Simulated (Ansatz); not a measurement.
Working through an all-electron equation of state of Al, space group Fm-3m

With the Ansatz DFT code, driven from Python.

Interactive session:
```pycon
>>> import ansatz
>>> from ase.eos import EquationOfState
>>> from ase.units import GPa
>>> import numpy as np
>>> WIDTH_EV = 0.05
>>> TOLERANCE = 1e-10
>>> KMESH = (12, 12, 12)
>>> VECTORS = np.array([
...     [0.0, 2.024805, 2.024805],
...     [2.024805, 0.0, 2.024805],
...     [2.024805, 2.024805, 0.0],
... ])
>>> SITES = [
...     ("Al", (0.0, 0.0, 0.0)),
... ]
>>> def build(cell):
...     crystal = ansatz.Crystal(lattice=ansatz.Lattice.of(cell))
...     for symbol, position in SITES:
...         crystal = crystal.atom(symbol, position)
...     return crystal
...
>>> volumes, energies = [], []
>>> for scale in np.linspace(0.94, 1.06, 5):
...     cell = VECTORS * scale ** (1 / 3)
...     calc = (
...         build(cell).calculation()
...         .occupations(ansatz.OccupationsMethod.FERMI_DIRAC, width=WIDTH_EV)
...         .functional(ansatz.Functional.PBE)
...         .scf(tolerance=TOLERANCE)
...         .kpoints(*KMESH)
...         .pseudopotentials("all_electron", lapw=True)
...     )
...     r = calc.run(threads=1).report
...     volumes.append(abs(np.linalg.det(cell)) / len(SITES))
...     energies.append(r["free_energy_ev"] / len(SITES))
...     print(f"{scale:.3f} {volumes[-1]:9.4f} A^3/atom {energies[-1]:16.5f} eV/atom  (estimated basis error {1000 * r['lapw_basis_errors']['total_ev_per_atom']:.2f} meV/atom)")
...
0.940   15.6066 A^3/atom      -6607.51862 eV/atom  (estimated basis error 0.08 meV/atom)
0.970   16.1047 A^3/atom      -6607.52989 eV/atom  (estimated basis error 0.08 meV/atom)
1.000   16.6027 A^3/atom      -6607.53267 eV/atom  (estimated basis error 0.08 meV/atom)
1.030   17.1008 A^3/atom      -6607.52817 eV/atom  (estimated basis error 0.08 meV/atom)
1.060   17.5989 A^3/atom      -6607.51747 eV/atom  (estimated basis error 0.07 meV/atom)
>>> v0, e0, bulk = EquationOfState(volumes, energies, eos="birchmurnaghan").fit()
>>> print(f"V0 = {v0:.4f} A^3/atom, B0 = {bulk / GPa:.1f} GPa")
V0 = 16.5313 A^3/atom, B0 = 79.1 GPa
```

A third-order Birch-Murnaghan fit through the 5 points has its minimum at 16.53 Å³ an atom, 0.4 % below the typed cell, with a bulk modulus of 79 GPa and dB/dP = 4.2. From that minimum the energy rises by 14.1 meV an atom on the compressed side and 15.3 meV on the expanded side.

All-electron totals depend on functional, relativistic treatment and basis; only differences at equal settings carry meaning. The mesh is modest for a metal, so energies can be off by several to tens of meV an atom and pressures by half a GPa or more; differences at equal mesh fare better. It ran for 7.8 s on 1 thread of Arm Neoverse V2 (shared host), peak memory 0.29 GiB.
